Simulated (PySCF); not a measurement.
# LaO(OH): other functionals and bases at one geometry

How far do other levels of theory move the description of LaO(OH), and what does each cost? The species was built from a template and needn't be a known compound.

Program: PySCF 2.14.0. Level of theory: several levels, as the steps say, no spin–orbit coupling. These are calculated values, not measurements.

**1. The starting structure**

4 atoms, charge 0, spin multiplicity 1.

Bond lengths: La1–O2 1.947 Å, La1–O3 2.195 Å, La1–H4 2.972 Å, O3–H4 0.961 Å. Angles: O2–La1–O3 108.9°, O2–La1–H4 96.2°, O3–La1–H4 12.7°, La1–O3–H4 137.0°, La1–H4–O3 30.2°.

Geometry (Å):

```
atom     x (Å)     y (Å)     z (Å)
 La1   0.00023  -0.03839  -0.50024
  O2   1.29374   0.02849   0.95408
  O3  -2.02439   0.02214   0.34576
  H4  -2.42018   0.07623   1.22025
```

Formal oxidation states: La +3. An earlier session relaxed this geometry at PBE0, La def2-SVP with ECP46, O def2-SVP, H def2-SVP (singlet, point group Cs).

At PBE0 on the finer grid: E = -182.421202 Eh, HOMO -6.08 eV, LUMO -1.67 eV, Mulliken charge on La1 +0.79 e, largest force component 0.008 eV/Å. 

Levels to run: TPSS; revPBE; PBE0, TZVP. Hardware: 2 threads of AMD EPYC 7R43 (Zen 3), shared host.

**2. TPSS**

File run.py (the lines that set the calculation):

```python
mol = gto.M(atom='''
La     0.00023    -0.03839    -0.50024
O      1.29374     0.02849     0.95408
O     -2.02439     0.02214     0.34576
H     -2.42018     0.07623     1.22025''',
    basis={'La': 'def2-SVP', 'O': 'def2-SVP', 'H': 'def2-SVP'},
    ecp={'La': 'def2-SVP'},
    charge=0, spin=0)
mf = dft.RKS(mol, xc='TPSS')
mf.grids.atom_grid = (75, 302)  # f atoms: unpruned, at least (60, 302)
mf = mf.density_fit()  # fitting sets: La def2-universal-JKFIT, O def2-universal-JKFIT, H def2-universal-JKFIT
mf.conv_tol = 1e-08; mf.max_cycle = 55
mf.kernel(dm0)  # dm0: the density of the relaxed state
```

On the command line:

```bash
OMP_NUM_THREADS=2 python run.py
```

**3. revPBE**

Edit run.py (the lines that set the calculation) of step 2 so:

```diff
@@ -8,3 +8,3 @@
     charge=0, spin=0)
-mf = dft.RKS(mol, xc='TPSS')
+mf = dft.RKS(mol, xc='PBE_R,PBE')
 mf.grids.atom_grid = (75, 302)  # f atoms: unpruned, at least (60, 302)
```

**4. PBE0, TZVP**

Basis: La def2-TZVP with ECP46, O def2-TZVP, H def2-TZVP. 

File run.py (the lines that set the calculation):

```python
mol = gto.M(atom='''
La     0.00023    -0.03839    -0.50024
O      1.29374     0.02849     0.95408
O     -2.02439     0.02214     0.34576
H     -2.42018     0.07623     1.22025''',
    basis={'La': 'def2-TZVP', 'O': 'def2-TZVP', 'H': 'def2-TZVP'},
    ecp={'La': 'def2-TZVP'},
    charge=0, spin=0)
mf = dft.RKS(mol, xc='PBE0')
mf.grids.atom_grid = (75, 302)  # f atoms: unpruned, at least (60, 302)
mf = mf.density_fit()  # fitting sets: La def2-universal-JKFIT, O def2-universal-JKFIT, H def2-universal-JKFIT
mf.conv_tol = 1e-08; mf.max_cycle = 55
mf.kernel(dm0)  # dm0: free metal ions and neutral atoms
```

What does the calculation give? Wanted: for each run, HOMO; gap; charge on La1; dipole; largest force.

**Answer**, as computed:

| level | state | HOMO (eV) | gap (eV) | charge on La1 (e) | dipole (D) | largest force (eV/Å) | basis functions | time |
| --- | --- | --- | --- | --- | --- | --- | --- | --- |
| PBE0 (relaxed here) | singlet | -6.08 | 4.41 | 0.79 | 6.14 | 0.01 | 65 | 4.5 s |
| TPSS | singlet | -4.74 | 2.69 | 0.72 | 5.77 | 0.81 | 65 | 3.5 s |
| revPBE | singlet | -4.72 | 2.53 | 0.65 | 5.59 | 0.89 | 65 | 2.5 s |
| PBE0, TZVP | singlet | -6.17 | 4.45 | 1.11 | 6.45 | 0.36 | 108 | 5.3 s |

Times are on 2 threads of AMD EPYC 7R43 (Zen 3), shared host; the first row also made further properties.

In one basis the HOMO–LUMO gap runs from 2.53 eV (revPBE) to 4.41 eV (PBE0); the widest gap comes with exact exchange. The largest leftover force, 0.89 eV/Å with revPBE, stands at a geometry relaxed at another level. The Mulliken charge on La spans +0.65 to +1.11 e over the levels. Total energies of different levels can't be compared. Spin–orbit coupling is left out throughout.
